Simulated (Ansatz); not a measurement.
Task: a frozen displacement of one atom of Fe3W, space group Pm-3m, with Ansatz's Python interface. Give the script and its output. Use (first run): LDA, PAW, cutoff 550 eV, 6×6×6 k-points, Fermi-Dirac smearing of 0.05 eV, collinear spin.

```cif
data_structure
_symmetry_space_group_name_H-M 'P 1'
_symmetry_Int_Tables_number 1
_cell_length_a 3.6336
_cell_length_b 3.6336
_cell_length_c 3.6336
_cell_angle_alpha 90.000
_cell_angle_beta 90.000
_cell_angle_gamma 90.000
_cell_volume 47.97
loop_
_atom_site_label
_atom_site_type_symbol
_atom_site_fract_x
_atom_site_fract_y
_atom_site_fract_z
_atom_site_occupancy
Fe1 Fe 0.00000 0.50000 0.50000 1
Fe2 Fe 0.50000 0.00000 0.50000 1
Fe3 Fe 0.50000 0.50000 0.00000 1
W1 W 0.00000 0.00000 0.00000 1
```

`run_push.py`:
```python
# -*- coding: utf-8 -*-
"""Energy and force of Fe3W as one atom is pushed off its site."""

import warnings

import ansatz as az
import numpy as np


def main():
    warnings.simplefilter("ignore", az.DeckWarning)

    system = (
        az.Lattice.of([3.63358, 0.0, 0.0], [0.0, 3.63358, 0.0], [0.0, 0.0, 3.63358])
        .atom("Fe", [0.0, 0.5, 0.5])
        .atom("Fe", [0.5, 0.0, 0.5])
        .atom("Fe", [0.5, 0.5, 0.0])
        .atom("W", [0.0, 0.0, 0.0])
        .moments(Fe=3.5)
    )

    inverse = np.linalg.inv(np.array(system.lattice.vectors))
    home = np.array(system.sites[1].position)
    values = np.linspace(-0.2, 0.2, 5)
    energies, pulls = [], []
    for shift in values:
        moved = system.move(1, to=home + shift * inverse[2])
        job = (
            moved.calculation()
            .functional("LDA")
            .basis(550)
            .kpoints(6, 6, 6)
            .occupations("fermi_dirac", width=0.05)  # fractional filling near the Fermi level
            .spin("collinear")  # two spin channels
            .forces()  # minus the gradient of the free energy
        )
        rep = job.run(threads=1, backend="cpu").report
        energies.append(rep["free_energy_ev"])
        pulls.append(rep["forces_ev_ang"][1][2])

    # the force is minus the slope of the free energy
    print("shift (A)   dE (eV)   force along z (eV/A)")
    for shift, e, f in zip(values, energies, pulls):
        print(f"{shift:8.3f} {e - energies[2]:10.5f} {f:12.4f}")
    print(f"stiffness from energies {2 * np.polyfit(values, energies, 2)[0]:.3f}, from forces {-np.polyfit(values, pulls, 1)[0]:.3f} eV/A^2")


if __name__ == "__main__":
    main()
```

Running `python run_push.py` prints:
```text
shift (A)   dE (eV)   force along z (eV/A)
  -0.200    0.13826       1.3491
  -0.100    0.03544       0.7024
   0.000    0.00000       0.0000
   0.100    0.03544      -0.7024
   0.200    0.13826      -1.3491
stiffness from energies 6.888, from forces 6.801 eV/A^2
```

The curvature of the energy gives 6.888 eV/Å² and the slope of the force 6.801 eV/Å², a positive curvature.

The magnetic order follows from the starting moments and needn't be the lowest. For a metal this k-point mesh is coarse: on a finer one energies can move by several to tens of meV an atom and pressures by half a GPa or more, differences at one mesh by less. In a metal a curvature from energy changes of a few meV or less hangs on mesh and smearing, in size and even in sign. Spin-orbit coupling, which matters for elements this heavy, is left out. This cell is a computed structure, which may not be the phase found in nature. All periodic images of the atom move with it, so the curvature is one diagonal element of the zone-centre force constants and no normal mode; a positive value doesn't exclude soft modes in which several atoms move. Timing: 14 min on 1 thread of Arm Neoverse V1, with other jobs on the host, peak memory 0.72 GiB.
